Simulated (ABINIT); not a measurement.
# SrTiO3: relaxation of cell and atoms with LDA

Crystal: SrTiO3.

```
O Sr Ti
1.0
     3.90000    0.00000    0.00000
     0.00000    3.90000    0.00000
     0.00000    0.00000    3.90000
O Sr Ti
3 1 1
Direct
  0.50000 0.50000 0.00000
  0.50000 0.00000 0.50000
  0.00000 0.50000 0.50000
  0.00000 0.00000 0.00000
  0.50000 0.50000 0.50000
```

The cell was built by a generator and needn't be a form met in nature.

```json
{
  "Program": "ABINIT 10.8.3 (patched build)",
  "Task": "relaxation of cell and atoms",
  "Functional": "LDA",
  "Potentials or basis": "PseudoDojo NC SR LDA v0.4.1 standard",
  "Cutoff": "1143 eV",
  "k mesh": "7 × 7 × 7",
  "Occupations": "fermi-dirac, width 0.05 eV",
  "Spin": "no spin polarisation",
  "Cell freedom (optcell)": "2",
  "Cutoff smearing ecutsm (Ha)": "0.5",
  "Optimiser (ionmov)": "2",
  "Force stop (Ha/bohr)": "5e-05"
}
```

```yaml
Relaxed_volume: 11.43 Å³/atom
Relaxed_cell: a = 3.852 Å, b = 3.852 Å, c = 3.852 Å, α = 90.00°, β = 90.00°, γ = 90.00°
Space_group_after_relaxing_to_0.05_Å: Pm-3m (No. 221)
Energy_gained_by_relaxing: 9.6 meV/atom
Ionic_steps: 4
Pressure_after_relaxing: 0.0 GPa
Band_gap_on_the_k_mesh: 1.95 eV, indirect (least direct gap 2.21 eV)
Valence_electrons_inside_the_program's_atomic_spheres: O 6.27; Sr 6.74; Ti 9.51
```

Step by step:
```
step  energy change (eV)  largest force (eV/Å)  pressure (GPa)  volume (Å³)
   1              0.0000                0.0000           -6.90        59.32
   2             -0.0390                0.0000           -3.09        58.08
   3             -0.0479                0.0000            0.17        57.12
   4             -0.0479                0.0000            0.00        57.17
```

Final structure:
```
O Sr Ti
1.0
     3.85227    0.00000    0.00000
     0.00000    3.85227    0.00000
     0.00000    0.00000    3.85227
O Sr Ti
3 1 1
Direct
  0.50000 0.50000 0.00000
  0.50000 0.00000 0.50000
  0.00000 0.50000 0.50000
  0.00000 0.00000 0.00000
  0.50000 0.50000 0.50000
```

Levels at points of the mesh, in eV from the valence-band top:
```tsv
k point	band 18	band 19	band 20	band 21	band 22	band 23
(0.00, 0.00, 0.00)	-0.26	-0.26	-0.26	1.95	1.95	1.95
```

It took 12 min on 1 thread of Intel(R) Xeon(R) Platinum 8375C CPU @ 2.90GHz (Ice Lake), with other jobs on the host, peak memory 0.13 GiB.

Caveat: an odd mesh through Γ misses points on the zone boundary, where band edges often lie.
